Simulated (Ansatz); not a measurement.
**HBrO (triplet): from Hartree-Fock to the top rungs at distance Br1–H2 along a hydrogen transfer = 1.470 Å, cc-pVDZ**

Aim: climb from Hartree-Fock through coupled cluster and multireference methods for HBrO (triplet) at one geometry and basis, and see what each rung misses.

The runs use Ansatz 0.2.0, Gaussian basis; cc-pVDZ, core rule «outside noble gas», up to 15 orbitals frozen.

Plan: UHF; CCSD(T) on ROHF; CCSD(T) on UHF; BCCD(T) on ROHF; CISD; CCSDT(Q) on ROHF; CCSDT(Q) on UHF; CASSCF and MRCISD+Q, 4 electrons in 4 orbitals; CASSCF and NEVPT2, 4 electrons in 4 orbitals; CASSCF and MRCISD+Q, 14 electrons in 9 orbitals; CASSCF and NEVPT2, 14 electrons in 9 orbitals.

8 further runs of the same task are left out: 1 for a mislabelled method, 4 that didn't finish, 3 set aside as unsound or not needed.

### 1 The geometry

The geometry derives from fragments relaxed apart (PBE0/def2-TZVP) and kept rigid, so it is no stationary point. A hydrogen atom is moved between rigid fragments. No spin-orbit coupling is included. The filled d shell of Br may be among the frozen orbitals whatever the setting's name suggests; the logs give the count.

3 atoms, charge 0, spin multiplicity 3.

Atoms are counted from 1 here; the program's logs count them from 0.

Bond lengths: Br1–H2 1.470 Å.

### 2 UHF

Input file in.yaml:

```yaml
crystal:
  periodic: [false, false, false]
  atoms:
    - {symbol: Br, position_ang: [0.000000, 0.000000, -1.409333]}
    - {symbol: H, position_ang: [0.000000, 0.000000, 0.060667]}
    - {symbol: O, position_ang: [0.000000, 0.000000, 1.348667]}
basis:
  gaussian: {orbitals: cc-pVDZ}
magnetization: {spin_polarized: true, initial_magnetization: 2}
hamiltonian: {xc: hf}
output: {orbitals: {seedname: orbitals}}
```

The run is started by

```bash
> ansatz run in.yaml --threads 1 --pin off --events-out ev --progress --plain --max-ram 2393MiB
```

Further steps of the session: CCSD(T) on ROHF; CCSD(T) on UHF; BCCD(T) on ROHF; CISD; CCSDT(Q) on ROHF; CCSDT(Q) on UHF; CASSCF and MRCISD+Q, 4 electrons in 4 orbitals; CASSCF and NEVPT2, 4 electrons in 4 orbitals; CASSCF and MRCISD+Q, 14 electrons in 9 orbitals; CASSCF and NEVPT2, 14 electrons in 9 orbitals.

**Question.** What will the summary of the whole plan be? Wanted: UCCSDT(Q) below the RHF energy; RMP2 from UCCSDT(Q); UMP2 from UCCSDT(Q); RCCSD from UCCSDT(Q); RCCSD(T) from UCCSDT(Q); UCCSD(T) from UCCSDT(Q); RCCSDT(Q) from UCCSDT(Q); NEVPT2 pair from UCCSDT(Q); MRCISD+Q pair from UCCSDT(Q).

As calculated:

| quantity | value |
| --- | --- |
| UCCSDT(Q) below the RHF energy | -7.8190 eV |
| RMP2 from UCCSDT(Q) | +24.30 kcal/mol |
| UMP2 from UCCSDT(Q) | +23.47 kcal/mol |
| RCCSD from UCCSDT(Q) | +3.71 kcal/mol |
| RCCSD(T) from UCCSDT(Q) | +0.72 kcal/mol |
| UCCSD(T) from UCCSDT(Q) | +0.67 kcal/mol |
| RCCSDT(Q) from UCCSDT(Q) | +0.04 kcal/mol |
| NEVPT2 pair from UCCSDT(Q) | +20.64 kcal/mol |
| MRCISD+Q pair from UCCSDT(Q) | +1.62 kcal/mol |
| NEVPT2 valence from UCCSDT(Q) | +37.80 kcal/mol |
| levels within 1 kcal/mol (43 meV) | RCCSD(T), UCCSD(T), BCCD(T), RCCSDT, UCCSDT, RCCSDT(Q) |
| T1 diagnostic | 0.034 |
| effectively unpaired electrons | 2.00 |

What this shows: RCCSD(T) lands +0.72 kcal/mol from the yardstick (0.4 % of the correlation energy). One determinant dominates. Of the multireference levels listed MRCISD+Q pair comes nearest in total energy (+1.62 kcal/mol), which doesn't show that its space is the better one. Coupled cluster took another determinant than the lowest Hartree-Fock one. These misses are within one basis, not against nature; the frozen cores of restricted and unrestricted runs differ, which can shift their rows.
